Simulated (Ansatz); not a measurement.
**C₂H₈Cl₂N₂Si: a ladder of functionals and wavefunction methods**

How much do the methods differ for C₂H₈Cl₂N₂Si? The plan is to run it at one geometry with functionals of several rungs and with coupled cluster. The yardstick is the atomisation energy at the CCSD(T) limit.

Computed with Ansatz 0.2.0, Gaussian basis. Level: functionals in def2-TZVPP, the program's frozen cores in correlated methods.

Levels to be run: LDA (SPW92), PBE-D4, revPBE-D4, BLYP-D4, r2SCAN-D4, B97M-V, PBE0-D4, B3LYP-D4, r2SCANh-D4, r2SCAN0-D4, HSE06-D4, BHLYP-D4, CAM-B3LYP-D4, LC-ωPBE, ωB97X-V, ωB97M-V, B2PLYP, PBE-QIDH; CCSD(T)/def2-SVP; CCSD(T)/def2-TZVPP; MP2/def2-QZVPP; extrapolation to the limit; RPA on PBE.

## 1. Structure used throughout

All runs share one geometry, relaxed beforehand with PBE0-D4 in a triple-zeta def2 set.

SMILES `CN[Si](Cl)(Cl)NC`, 15 atoms, charge 0, spin multiplicity 1.

Atoms are counted from 1 here; the program's logs count them from 0.

Bond lengths: C1–N2 1.449 Å, C1–H8 1.096 Å, C1–H9 1.090 Å, C1–H10 1.093 Å, N2–Si3 1.690 Å, N2–H11 1.009 Å, Si3–Cl4 2.060 Å, Si3–Cl5 2.060 Å, Si3–N6 1.690 Å, N6–C7 1.449 Å, N6–H12 1.009 Å, C7–H13 1.096 Å, C7–H14 1.093 Å, C7–H15 1.090 Å. Angles: N2–C1–H8 112.8°, N2–C1–H9 109.5°, N2–C1–H10 110.5°, H8–C1–H9 107.9°, H8–C1–H10 108.4°, H9–C1–H10 107.5°, C1–N2–Si3 127.4°, C1–N2–H11 113.5°, Si3–N2–H11 114.5°, N2–Si3–Cl4 115.9°, N2–Si3–Cl5 106.7°, N2–Si3–N6 107.4°, Cl4–Si3–Cl5 104.5°, Cl4–Si3–N6 106.7°, Cl5–Si3–N6 115.9°, Si3–N6–C7 127.4°, Si3–N6–H12 114.5°, C7–N6–H12 113.5° and more.

## 2. LDA

This LDA is Slater exchange with PW92 correlation.

File in.yaml:

```yaml
crystal:
  periodic: [false, false, false]
  atoms:
    - {symbol: C, position_ang: [-0.628379, 1.609725, -2.130115]}
    - {symbol: N, position_ang: [0.136897, 0.867624, -1.148463]}
    - {symbol: Si, position_ang: [-0.448442, -0.237029, -0.011338]}
    - {symbol: Cl, position_ang: [-0.864300, -2.125055, -0.722275]}
    - {symbol: Cl, position_ang: [-2.267442, 0.483173, 0.633288]}
    - {symbol: N, position_ang: [0.738404, -0.415620, 1.178385]}
    - {symbol: C, position_ang: [0.865160, -1.491205, 2.141220]}
    - {symbol: H, position_ang: [-0.732372, 1.074833, -3.080670]}
    - {symbol: H, position_ang: [-1.628879, 1.802177, -1.742421]}
    - {symbol: H, position_ang: [-0.160462, 2.577469, -2.328429]}
    - {symbol: H, position_ang: [1.100257, 0.724634, -1.413400]}
    - {symbol: H, position_ang: [1.157889, 0.449926, 1.484265]}
    - {symbol: H, position_ang: [0.322755, -1.293922, 3.072540]}
    - {symbol: H, position_ang: [1.916479, -1.665119, 2.384702]}
    - {symbol: H, position_ang: [0.470835, -2.412512, 1.712211]}
basis:
  gaussian: {orbitals: def2-TZVPP}
hamiltonian: {xc: lda}
output: {orbitals: {seedname: orbitals}}
```

The run is started by

```sh
$ ansatz run in.yaml --threads 2 --pin off --events-out ev --progress --plain --max-ram 32768MiB --backend cuda --devices 0, --max-vram 18GiB
```

After this run come: PBE-D4 (GGA); revPBE-D4 (GGA); BLYP-D4 (GGA); r2SCAN-D4 (meta-GGA); B97M-V (meta-GGA); PBE0-D4 (hybrid); B3LYP-D4 (hybrid); r2SCANh-D4 (hybrid); r2SCAN0-D4 (hybrid); HSE06-D4 (hybrid); BHLYP-D4 (hybrid); CAM-B3LYP-D4 (range-separated); LC-ωPBE (range-separated); ωB97X-V (range-separated); ωB97M-V (range-separated); B2PLYP (double hybrid); PBE-QIDH (double hybrid); CCSD(T) in def2-SVP; CCSD(T) in def2-TZVPP; MP2 in def2-QZVPP; RPA on PBE orbitals.

Q: Predict the results of all the runs planned. Wanted: atomisation energy, CCSD(T)/CBS; farthest beyond LDA; mean size of error, GGA; mean size of error, meta-GGA; mean size of error, hybrid; mean size of error, range-separated; mean size of error, double hybrid; gap, smallest and largest; T1 diagnostic.

The runs gave:

| quantity | value |
| --- | --- |
| atomisation energy, CCSD(T)/CBS | 1328.8 kcal/mol |
| functionals within 6.6 kcal/mol (0.5 %) | revPBE-D4, BLYP-D4, r2SCAN-D4, B97M-V, PBE0-D4, B3LYP-D4, HSE06-D4, CAM-B3LYP-D4, ωB97X-V |
| farthest beyond LDA | BHLYP-D4 (-35.1 kcal/mol) |
| mean size of error, GGA | 11.8 kcal/mol |
| mean size of error, meta-GGA | 2.4 kcal/mol |
| mean size of error, hybrid | 11.9 kcal/mol |
| mean size of error, range-separated | 6.6 kcal/mol |
| mean size of error, double hybrid | 13.1 kcal/mol |
| gap, smallest and largest | 5.62 eV (BLYP-D4), 12.96 eV (LC-ωPBE) |
| T1 diagnostic | 0.0095 |
| triples share of the correlation energy | 4.0 % |

What this shows: LDA overbinds by 190.0 kcal/mol (14 %). PBE-D4 misses by +24.9 kcal/mol. Double hybrids carry the basis error of their MP2 part in triple zeta, and no dispersion term here, so their miss is partly the set-up's. The rungs meta-GGA, range-separated miss on average by less than the doubt on the reference (6.6 kcal/mol), so they tie. Misses under about 6.6 kcal/mol are within the doubt on the reference itself, which lacks core-valence correlation, relativity and higher excitations. Hartree-Fock recovers 72 % of the binding; the rest is correlation. CCSD(T) in def2-SVP is off by -91.5 kcal/mol, which most functionals beat. Orbital gaps span 5.6 to 13.0 eV; exact exchange widens them.
